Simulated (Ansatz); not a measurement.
# CH6CuN (Cu(NH3)Me): the cost of one run

Program: Ansatz 0.2.0, Gaussian basis. Level of theory: the settings change from run to run. These are calculated values, not measurements.

### 1 The geometry

The geometry comes from an earlier relaxation with PBE0-D4 in a triple-zeta def2 set; it is a stationary point, not always the lowest conformer.

9 atoms, charge 0, spin multiplicity 1.

Atoms are counted from 1 here; the program's logs count them from 0.

Bond lengths: Cu1–N2 1.977 Å, Cu1–C6 1.902 Å, N2–H3 1.015 Å, N2–H4 1.015 Å, N2–H5 1.015 Å, C6–H7 1.095 Å, C6–H8 1.095 Å, C6–H9 1.095 Å. Angles: N2–Cu1–C6 180.0°, Cu1–N2–H3 111.2°, Cu1–N2–H4 111.2°, Cu1–N2–H5 111.2°, H3–N2–H4 107.7°, H3–N2–H5 107.7°, H4–N2–H5 107.7°, Cu1–C6–H7 111.3°, Cu1–C6–H8 111.3°, Cu1–C6–H9 111.3°, H7–C6–H8 107.6°, H7–C6–H9 107.6°, H8–C6–H9 107.6°.

### 2 MP2/aug-cc-pVDZ

Set apart from the defaults: coordinates scaled by 0.92.

File in.yaml:

```yaml
crystal:
  periodic: [false, false, false]
  atoms:
    - {symbol: Cu, position_ang: [0.000065, 0.000158, -0.021328]}
    - {symbol: N, position_ang: [-0.003247, -0.012916, 1.797235]}
    - {symbol: H, position_ang: [-0.387951, 0.765840, 2.140200]}
    - {symbol: H, position_ang: [0.864715, -0.073343, 2.136458]}
    - {symbol: H, position_ang: [-0.488376, -0.738557, 2.129169]}
    - {symbol: C, position_ang: [0.003211, 0.012732, -1.771130]}
    - {symbol: H, position_ang: [-0.935209, 0.022369, -2.138489]}
    - {symbol: H, position_ang: [0.467340, -0.801380, -2.141914]}
    - {symbol: H, position_ang: [0.479460, 0.825097, -2.130193]}
basis:
  gaussian: {orbitals: aug-cc-pVDZ}
hamiltonian: {xc: {name: HF}}
correlation: {method: mp2}
output: {forces: true}
```

On the command line:

```sh
$ ansatz run in.yaml --threads 4 --pin off --events-out ev --progress --plain --max-ram 3916MiB
```

Q: Estimate wall time and peak memory on 4 threads of Arm Neoverse V2, shared host.

About 5.5 s, with a peak of 0.57 GiB.
